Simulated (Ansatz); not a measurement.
# CH5BClFOSi: single point in a Gaussian basis in Python

The task is a single point in a Gaussian basis, for CH5BClFOSi. SMILES: OB([SiH3])C(F)Cl.

Program: Ansatz 0.2.0 through its Python package. Level of theory: MP2/6-31G. These are calculated values, not measurements.

**1. The system**

Bond lengths: O1–B2 1.482 Å, B2–Si3 1.925 Å, B2–C4 1.523 Å, C4–F5 1.441 Å, C4–Cl6 1.802 Å, O1–H7 0.959 Å, Si3–H8 1.420 Å, Si3–H9 1.520 Å, Si3–H10 1.502 Å, C4–H11 1.096 Å. Angles (14 of 16 angles, heavy atoms first): O1–B2–Si3 117.6°, O1–B2–C4 121.4°, Si3–B2–C4 121.0°, B2–C4–F5 110.1°, B2–C4–Cl6 112.9°, F5–C4–Cl6 107.2°, B2–O1–H7 105.6°, B2–Si3–H8 111.4°, B2–Si3–H9 110.8°, B2–Si3–H10 110.0°, B2–C4–H11 114.7°, F5–C4–H11 104.4°, Cl6–C4–H11 106.9°, H8–Si3–H9 110.3°.

The script holds or builds the structure itself.

**2. The script**

The input, energy.py:

```python
"""Single point of CH5BClFOSi in a Gaussian basis."""

import sys
import warnings

import ansatz as az
from ase import Atoms
import numpy as np

params = {
    "basis": "6-31G",
    "method": "MP2",
}

warnings.simplefilter("ignore", az.DeckWarning)

atoms = Atoms(["O", "B", "Si", "C", "F", "Cl", "H", "H", "H", "H", "H"], positions=[
    (1.2737, 0.3382, -1.4877),
    (0.2518, 0.1824, -0.4261),
    (0.772, -0.7285, 1.1874),
    (-1.1675, 0.7047, -0.6092),
    (-2.113, -0.3742, -0.4772),
    (-1.6158, 1.9594, 0.6041),
    (1.1695, -0.4241, -2.0605),
    (0.0265, -1.9226, 1.3713),
    (0.6179, 0.1807, 2.3952),
    (2.2253, -1.1025, 1.1211),
    (-1.3751, 1.1294, -1.5978),
])
ch5bclfosi = az.Crystal.molecule_from_ase(atoms)

base = (
    ch5bclfosi.calculation()
    .basis(gaussian=params["basis"])  # the orbital basis, by name
    .correlation(params["method"], electrons="valence")  # correlation on top of the mean field
    .forces()  # eV per angstrom
)
try:
    rep = base.run(threads=1).report
except az.AnsatzError as error:
    sys.exit(f"{type(error).__name__}: {error}")

print(f"E = {rep['free_energy_ev']:.6f} eV = {rep['free_energy_ev'] / 27.211386246:.7f} Ha")
print("converged:", rep["converged"], " doubts:", rep["published_state_doubts"] or "none")

print("correlation energy", round(rep["free_energy_ev"] - rep["reference_energy_ev"], 5), "eV")
cluster = rep["correlation"].get("coupled_cluster")
if cluster:
    print("cycles", cluster["cycles"], " T1 diagnostic", round(cluster["t1_diagnostic"], 4), " largest double", round(cluster["largest_double"], 4))

state = rep["mean_field"]["state"]
print(f"mean field: {state['energy']['hartree']:.7f} Ha, <S^2> = {abs(state['spin_squared']):.4f}, stability: {state.get('stability', {}).get('kind')}")

symbols = [site.symbol for site in ch5bclfosi.cartesian_sites]
print("forces (eV/A)")
for symbol, f in zip(symbols, rep["forces_ev_ang"]):
    print(f"  {symbol:2s} {f[0]:9.4f} {f[1]:9.4f} {f[2]:9.4f}")

charges = rep["charge_distribution"]
dipole = np.array(charges["dipole_moment_e_ang"]) * 4.803205
print("dipole (D): {:.3f} {:.3f} {:.3f}, length {:.3f}".format(*dipole, np.linalg.norm(dipole)))
print("atom  Mulliken   Lowdin")
for symbol, m, l in zip(symbols, charges["mulliken_charges_e"], charges["lowdin_charges_e"]):
    print(f"{symbol:4s} {m:9.3f} {l:8.3f}")
```

**3. Running it**

Launch:

```bash
> python energy.py
```

Further steps of the session: The command-line twin.

Without the output at hand: what should come out? Wanted: total energy; largest force; dipole moment.

As calculated:

| quantity | value |
| --- | --- |
| total energy | -26897.6238 eV |
| largest force | 2.922 eV/Å |
| dipole moment | 2.35 D |

In words: Forces reach 2.92 eV/Å, so the atoms aren't at rest. These settings explore the input space; basis and method may be short of convergence. The geometry is a force-field or estimated start, not a minimum of this method, and the basis set is short of its limit. The Löwdin charges here are taken after orthogonalising the functions within each atom; they differ from plain Löwdin charges, and their signs can be unphysical. Inner cores stay frozen, so this is valence correlation.
